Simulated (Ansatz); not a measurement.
**HoZnO2: from a guess to a relaxed structure**

Aim: relax a trial structure of HoZnO2 and see where it ends.

Computed with Ansatz 0.2.0 (DFT PBE, scalar-relativistic, plane waves, PAW; 4f electrons in the core of a trivalent norm-conserving potential, unless a step's input says otherwise).

## 1. The system as given

Symmetry: P6/mmm, No. 191, hexagonal system. The conventional cell has a = 3.068 Å, b = 3.068 Å, c = 7.677 Å, α = 90.00°, β = 90.00°, γ = 120.00°. Ho (site symmetry 6/mmm) has 2 O at 2.21 Å in its first shell of neighbours. Zn (site symmetry 6/mmm) has 2 O at 1.63 Å in its first shell of neighbours. Around O (site symmetry 6mm) lie 1 Zn at 1.63 Å and 1 Ho at 2.21 Å.

Coordinates:

```
CELL_PARAMETERS angstrom
3.06814 0.00000 0.00000
-1.53407 2.65709 0.00000
0.00000 0.00000 7.67738
ATOMIC_POSITIONS crystal
Ho 0.00000 0.00000 0.50000
Zn 0.00000 0.00000 0.00000
O 0.00000 0.00000 0.21247
O 0.00000 0.00000 0.78753
```

A structure generator made this guess: random cell by space group and Wyckoff sites (P6/mmm, No. 191). The dimensions are guesses.

## 2. A first look at the guess

The input, input.yaml:

```yaml
crystal:
  lattice:
    - [3.06813974, 0.0, 0.0]
    - [-1.53406987, 2.65708696, 0.0]
    - [0.0, 0.0, 7.67737781]
  atoms:
    - { symbol: Ho, position: [0.0, 0.0, 0.5] }
    - { symbol: Zn, position: [0.0, 0.0, 0.0] }
    - { symbol: O, position: [0.0, 0.0, 0.21246814] }
    - { symbol: O, position: [0.0, 0.0, 0.78753186] }
basis:
  ecutwfc: 690
kpoints:
  mp_grid: { grid: [6, 6, 2] }
hamiltonian:
  xc: pbe
  pseudopotentials:
    kind: paw
    azcp: { Ho: "pseudopotentials/pbe/nc/lanthanide_3plus/Ho.nc.azcp" }
scf:
  occupations: { method: gaussian, width: 0.1 }
  lower_state_search: "off"
output:
  forces: true
  stress: true
  eigenvalues: true
```

The run is started by

```sh
$ ansatz run input.yaml --threads 1 --pin off --max-ram 2560MiB --backend cpu --events-out ev --progress --plain --runs-dir out
```

Further runs follow: a loose first relaxation; full relaxation.

Q: Predict the outcome of this session. Wanted: conventional cell; volume; energy over the elements; gap on the mesh.

**Answer**, as computed:

| quantity | value |
| --- | --- |
| symmetry at the end (tolerance 0.05 Å) | space group P6/mmm (No. 191) |
| conventional cell | a = 4.134 Å, b = 4.134 Å, c = 7.560 Å, α = 90.00°, β = 90.00°, γ = 120.00° |
| volume | 27.97 Å³/atom |
| energy over the elements (uncorrected; H, N, O, F and Cl as molecules) | -1.35 eV/atom |
| gap on the mesh | none (metal) |

**Reading.** The space group P6/mmm (No. 191) is kept, and the volume per atom grows by 78.8 % from the first guess. A negative formation energy is needed for stability but isn't enough; other structures and compounds were not set against it here. No finished test with a distortion of lower symmetry is shown, so the end may be a saddle point. The runs treat Ho without spin-orbit coupling. The final runs have no spin polarisation, so a magnetic state may lie lower. The lanthanide's 4f electrons sit in the core of its potential, so it is trivalent by construction and shows no f bands or moments.

No U or exact exchange acts on the 4f shell of Ho, so a metallic reading can be the functional's.
